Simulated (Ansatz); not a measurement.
**AsH (triplet): PBE0, B3LYP over a scan of the distance As1–H2, cc-pVTZ**

How well do these functionals follow the top wave-function level for AsH (triplet) over a scan of the distance As1–H2?

Computed with Ansatz 0.2.0, Gaussian basis. Level: cc-pVTZ, all electrons in the functionals.

Plan: PBE0, B3LYP, at 1.223 Å; 1.352 Å; 1.531 Å; 1.682 Å; 1.888 Å; 2.122 Å; 2.501 Å; 2.854 Å; 3.439 Å; 4.148 Å; 5.166 Å.

2 further runs of the same task are left out: 1 for a known fault of the program, 1 that didn't finish. Runs told in other sessions of the task aren't counted.

### Step 1. The system

The geometry derives from a PBE0/def2-TZVP stationary point (not a proven minimum). One bond is set to the value named and the two fragments are kept rigid. No spin-orbit coupling is included. The filled d shell of As may be among the frozen orbitals whatever the setting's name suggests.

2 atoms, charge 0, spin multiplicity 3.

Atoms are counted from 1 here; the program's logs count them from 0.

Bond lengths: As1–H2 1.531 Å.

No dispersion term is added. B3LYP takes the VWN-RPA correlation.

The geometry shown and the zero of energy belong to the point 1.531 Å. The yardstick, FCI, and other wave-function levels (R restricted, U unrestricted, valence and pair active spaces) come from earlier runs.

### Step 2. PBE0, 1.223 Å

in.yaml

```yaml
crystal:
  periodic: [false, false, false]
  atoms:
    - {symbol: As, position_ang: [0.000000, 0.000000, 0.000000]}
    - {symbol: H, position_ang: [0.000000, 0.000000, 1.223000]}
basis:
  gaussian: {orbitals: cc-pVTZ}
magnetization: {spin_polarized: true, initial_magnetization: 2}
hamiltonian: {xc: {name: PBE0}}
output: {forces: true, orbitals: {seedname: orbitals}}
```

The run is started by

```bash
$ ansatz run in.yaml --threads 1 --pin off --events-out ev --progress --plain --max-ram 4096MiB --backend cpu
```

Further steps of the session: PBE0, 1.352 Å; PBE0, 1.531 Å; PBE0, 1.682 Å; PBE0, 1.888 Å; PBE0, 2.122 Å; PBE0, 2.501 Å; PBE0, 2.854 Å; PBE0, 3.439 Å; PBE0, 4.148 Å; PBE0, 5.166 Å; B3LYP, 1.223 Å; B3LYP, 1.352 Å; B3LYP, 1.531 Å; B3LYP, 1.682 Å; B3LYP, 1.888 Å; B3LYP, 2.122 Å; B3LYP, 2.501 Å; B3LYP, 2.854 Å; B3LYP, 3.439 Å; B3LYP, 4.148 Å; B3LYP, 5.166 Å.

**Question.** What will the summary of the whole plan be? Wanted: span of the FCI curve; largest miss, PBE0; largest miss, B3LYP.

As calculated:

| quantity | value |
| --- | --- |
| span of the FCI curve | 268.0 kJ/mol |
| largest miss, PBE0 | +18.8 kJ/mol (2.501 Å) |
| largest miss, B3LYP | +25.6 kJ/mol (5.166 Å) |

What this shows: Of the functionals, PBE0 keep the smallest largest miss at the points compared (at most 18.8 kJ/mol) and B3LYP strays most (25.6 kJ/mol, at 5.166 Å). PBE0, B3LYP clearly break the spin symmetry at some points (⟨S²⟩ up to 1.00 above the pure value), so energy there is bought with a mixed spin. Functionals and the yardstick converge differently with the basis, so part of each miss in cc-pVTZ is the basis.
